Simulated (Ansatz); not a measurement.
# AgClH2O: the cost of one run

Method: the levels named in each step, in Ansatz 0.2.0.

**1. Starting point**

Bond lengths: Cl2–Ag3 2.258 Å, O1–H4 0.961 Å, O1–H5 0.962 Å. Angles: H4–O1–H5 106.0°.

As a file:

```xyz
5

O     0.0314   -1.2495    2.0476
Cl   -0.4425   -1.0099   -1.4025
Ag    0.1399    0.5510    0.1221
H     0.7976   -1.8288    2.0380
H    -0.7054   -1.7775    1.7242
```

**2. A rough first relaxation, PBE-D4/def2-SVP**

This run stands in another session on the same molecule. It ended at:

```xyz
5

O     0.0491   -1.1487    2.1192
Cl   -0.3950   -0.1495   -2.2444
Ag   -0.1808   -0.6376   -0.0284
H     0.9291   -1.5316    2.3015
H    -0.5812   -1.8474    2.3813
```

**3. Relaxation, B2PLYP/def2-TZVPP**

input.yaml reads:

```yaml
crystal:
  periodic: [false, false, false]
  atoms:
    - { symbol: O, position_ang: [0.04906961, -1.14865976, 2.11919533] }
    - { symbol: Cl, position_ang: [-0.39504759, -0.14947901, -2.24435326] }
    - { symbol: Ag, position_ang: [-0.18083413, -0.63757483, -0.02839616] }
    - { symbol: H, position_ang: [0.92906653, -1.5316383, 2.30154761] }
    - { symbol: H, position_ang: [-0.58123443, -1.84744811, 2.38133649] }
basis:
  gaussian: { orbitals: def2-TZVPP }
hamiltonian:
  xc: { name: B2PLYP }
relax:
  f_tol: 0.002
  max_steps: 150
```

Launch:

```console
ansatz run input.yaml --threads 4 --pin off --max-ram 10240MiB --backend cpu --events-out ev --progress --plain --runs-dir out
```

Q: Estimate wall time and peak memory on 4 threads of Intel Xeon at 2.50GHz (Skylake/Cascade Lake), shared host.

About 1.8 min, with a peak of 0.56 GiB.
